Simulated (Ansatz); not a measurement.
Runs of Ansatz 0.2.0 on Ti3S2. The structure is trigonal, space group R32 (No. 155). Conventional cell: a = 5.426 Å, b = 5.426 Å, c = 9.713 Å, α = 90.00°, β = 90.00°, γ = 120.00°. Ti (site symmetry 2) is surrounded by 4 S at 2.42 to 2.44 Å. S (site symmetry 3) has 6 Ti at 2.42 to 2.44 Å as nearest neighbours. The cell comes from a database or a generator and needn't be the stable form of this composition.

```tsv
level	U	hubbard projectors	double counting	gap on the mesh (eV)	pressure (GPa)	largest force (eV/Å)
PBEsol+U	Ti d U = 3 eV	ortho-atomic (the default)	fll (the default)	none	(a)	0.04
PBEsol+U	Ti d U = 5 eV	ortho-atomic (the default)	fll (the default)	none	3.1	0.34
PBEsol	-	-	-	none	(b)	0.04
PBEsol+U	Ti d U = 6 eV	ortho-atomic (the default)	fll (the default)	-	8.8	0.56
PBEsol+U	Ti d U = 1 eV	ortho-atomic (the default)	fll (the default)	none	-3.5	0.04
PBEsol+U	Ti d U = 8 eV	ortho-atomic (the default)	fll (the default)	none	27.5	1.06
PBEsol+U	Ti d U = 2 eV	ortho-atomic (the default)	fll (the default)	none	-2.4	0.03
PBEsol+U	Ti d U = 4 eV	ortho-atomic (the default)	fll (the default)	none	0.4	0.09
```

Alike in all rows: task projected density of states; potentials or basis Ansatz PAW; no spin polarisation; cell as given; k mesh 6 × 6 × 6; cutoff (eV) 420; smearing fermi-dirac 0.05 eV.

Question: Fill in the values left out.

Answer: (a) -1.1; (b) -4.5.

Caveats: the PAW data sets come from PBE, with cores solved anew for the run's functional, which leaves a small shift of forces and pressure; the density of states is complete only up to the lowest level of the last band computed; U without spin polarisation on a metal has little footing (some runs); forces of over 1 eV/Å show positions far from the minimum, so gaps and moduli don't describe the material at rest (some runs).

A gap of «none» marks a metal or a gap under the smearing width.
